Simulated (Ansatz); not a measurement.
# C₂H₅NSeSi: up Jacob's ladder to CCSD(T)

An exercise on one series of results from a longer session: the logs are not shown, and one member is left open.

The runs use Ansatz 0.2.0, Gaussian basis; functionals in def2-TZVPP, the program's frozen cores in correlated methods.

The runs, in order: LDA (SPW92), PBE-D4, revPBE-D4, BLYP-D4, r2SCAN-D4, B97M-V, PBE0-D4, B3LYP-D4, r2SCANh-D4, r2SCAN0-D4, HSE06-D4, BHLYP-D4, CAM-B3LYP-D4, LC-ωPBE, ωB97X-V, ωB97M-V, B2PLYP, PBE-QIDH; CCSD(T)/def2-SVP; CCSD(T)/def2-TZVPP; MP2/def2-QZVPP; extrapolation to the limit; RPA on PBE.

**The geometry**

An earlier PBE0-D4 in a triple-zeta def2 set relaxation fixed the geometry.

SMILES `N=C=C([SiH3])[SeH]`, 10 atoms, charge 0, spin multiplicity 1.

Atoms are counted from 1 here; the program's logs count them from 0.

Bond lengths: N1–C2 1.213 Å, N1–H6 1.015 Å, C2–C3 1.309 Å, C3–Si4 1.850 Å, C3–Se5 1.921 Å, Si4–H7 1.485 Å, Si4–H8 1.487 Å, Si4–H9 1.487 Å, Se5–H10 1.473 Å. Angles: C2–N1–H6 118.6°, N1–C2–C3 173.7°, C2–C3–Si4 123.4°, C2–C3–Se5 116.8°, Si4–C3–Se5 119.6°, C3–Si4–H7 110.0°, C3–Si4–H8 109.3°, C3–Si4–H9 109.4°, H7–Si4–H8 110.1°, H7–Si4–H9 108.5°, H8–Si4–H9 109.5°, C3–Se5–H10 95.9°.

As a file:

```xyz
10
C2H5NSeSi
N    -1.2568    2.0052   -0.9942
C    -0.4956    1.1646   -0.5648
C     0.3192    0.1962   -0.2316
Si   -0.2515   -1.4967    0.2477
Se    2.2007    0.5645   -0.3542
H    -1.6565    2.6764   -0.3457
H     0.2730   -2.4999   -0.7130
H    -1.7381   -1.5301    0.2594
H     0.2634   -1.8258    1.6029
H     2.4255    0.6943    1.0963
```

Set-up of the first run:

The input, in.yaml:

```yaml
crystal:
  periodic: [false, false, false]
  atoms:
    - {symbol: N, position_ang: [-1.256799, 2.005156, -0.994152]}
    - {symbol: C, position_ang: [-0.495597, 1.164624, -0.564800]}
    - {symbol: C, position_ang: [0.319221, 0.196217, -0.231607]}
    - {symbol: Si, position_ang: [-0.251495, -1.496704, 0.247723]}
    - {symbol: Se, position_ang: [2.200678, 0.564538, -0.354169]}
    - {symbol: H, position_ang: [-1.656529, 2.676359, -0.345724]}
    - {symbol: H, position_ang: [0.272950, -2.499940, -0.712982]}
    - {symbol: H, position_ang: [-1.738064, -1.530085, 0.259442]}
    - {symbol: H, position_ang: [0.263370, -1.825770, 1.602915]}
    - {symbol: H, position_ang: [2.425463, 0.694306, 1.096253]}
basis:
  gaussian: {orbitals: def2-TZVPP}
hamiltonian: {xc: lda}
output: {orbitals: {seedname: orbitals}}
```

Steps of the session up to this table: LDA; PBE-D4 (GGA); revPBE-D4 (GGA); BLYP-D4 (GGA); r2SCAN-D4 (meta-GGA); B97M-V (meta-GGA); PBE0-D4 (hybrid); B3LYP-D4 (hybrid); r2SCANh-D4 (hybrid); r2SCAN0-D4 (hybrid); HSE06-D4 (hybrid); BHLYP-D4 (hybrid); CAM-B3LYP-D4 (range-separated); LC-ωPBE (range-separated); ωB97X-V (range-separated); ωB97M-V (range-separated); B2PLYP (double hybrid); PBE-QIDH (double hybrid).

One table of the session follows, with a row left open; its other results are not shown here.

It belongs to the step «Orbital energies across the functionals». 

```
  functional  HOMO (eV)  gap (eV)
 LDA (SPW92)      -5.79      3.52
      PBE-D4      -5.64      3.61
   revPBE-D4      -5.59      3.65
     BLYP-D4      -5.49      3.60
   r2SCAN-D4      -5.89      4.03
      B97M-V      -6.00      4.27
     PBE0-D4      -6.79      5.73
    B3LYP-D4      -6.57      5.29
  r2SCANh-D4      -6.32      4.81
  r2SCAN0-D4      -6.96      5.99
    HSE06-D4      -6.40      4.96
    BHLYP-D4      -7.81      7.85
CAM-B3LYP-D4          ?         ?
     LC-ωPBE      -9.41     10.64
     ωB97X-V      -9.07     10.22
     ωB97M-V      -8.95      9.98
```

Estimate the missing values for CAM-B3LYP-D4.

**Answer.** HOMO (eV): -8.08; gap (eV): 8.16. In the column «HOMO (eV)» it lies between ωB97M-V (-8.95) and BHLYP-D4 (-7.81).
